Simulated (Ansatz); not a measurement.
**SnF4: small, medium and large basis sets**

Aim: see how fast density functionals converge with the basis set for SnF4.

The runs use Ansatz 0.2.0, Gaussian basis; one geometry, several basis sets.

Levels to be run: PBE0-D4/def2-SVP; ωB97M-V/def2-SVP; PBE0-D4/def2-QZVPP; ωB97M-V/def2-QZVPP; the functionals' def2-TZVPP values are taken from earlier runs.

## (1) The relaxed structure

The geometry comes from an earlier relaxation with PBE0-D4 in a triple-zeta def2 set; it is a stationary point. Sn takes the def2 core potential; no spin-orbit term is included.

SMILES `[F][Sn]([F])([F])[F]`, 5 atoms, charge 0, spin multiplicity 1.

Atoms are counted from 1 here; the program's logs count them from 0.

Bond lengths: F1–Sn2 1.876 Å, Sn2–F3 1.876 Å, Sn2–F4 1.876 Å, Sn2–F5 1.876 Å. Angles: F1–Sn2–F3 109.5°, F1–Sn2–F4 109.5°, F1–Sn2–F5 109.5°, F3–Sn2–F4 109.5°, F3–Sn2–F5 109.5°, F4–Sn2–F5 109.5°.

Coordinates:

```
atom    x (Å)    y (Å)    z (Å)
  F1   0.1303  -0.8714   1.6567
 Sn2   0.0099  -0.0147  -0.0083
  F3  -1.2854   1.3400   0.0781
  F4  -0.4776  -1.2638  -1.3208
  F5   1.6725   0.7362  -0.4472
```

## (2) PBE0-D4 in def2-SVP

Input file in.yaml:

```yaml
crystal:
  periodic: [false, false, false]
  atoms:
    - {symbol: F, position_ang: [0.130314, -0.871360, 1.656730]}
    - {symbol: Sn, position_ang: [0.009944, -0.014734, -0.008275]}
    - {symbol: F, position_ang: [-1.285359, 1.339982, 0.078129]}
    - {symbol: F, position_ang: [-0.477577, -1.263783, -1.320808]}
    - {symbol: F, position_ang: [1.672478, 0.736195, -0.447176]}
basis:
  gaussian: {orbitals: def2-SVP}
hamiltonian: {xc: pbe0, dispersion: d4}
output: {orbitals: {seedname: orbitals}}
```

Further steps of the session: ωB97M-V in def2-SVP; PBE0-D4 in def2-QZVPP; ωB97M-V in def2-QZVPP.

Before running them: what should the planned runs give, taken together? Wanted: PBE0-D4: double and triple zeta above quadruple; ωB97M-V: double and triple zeta above quadruple.

**Answer**, as computed:

| quantity | value |
| --- | --- |
| PBE0-D4: double and triple zeta above quadruple | 15.42, 0.75 eV |
| ωB97M-V: double and triple zeta above quadruple | 15.65, 0.71 eV |

What this shows: For PBE0-D4 the step from double to triple zeta gains 14.67 eV and the next only 0.75 eV. These are total energies; as a rule much of such shifts cancels in differences, which this series doesn't test.
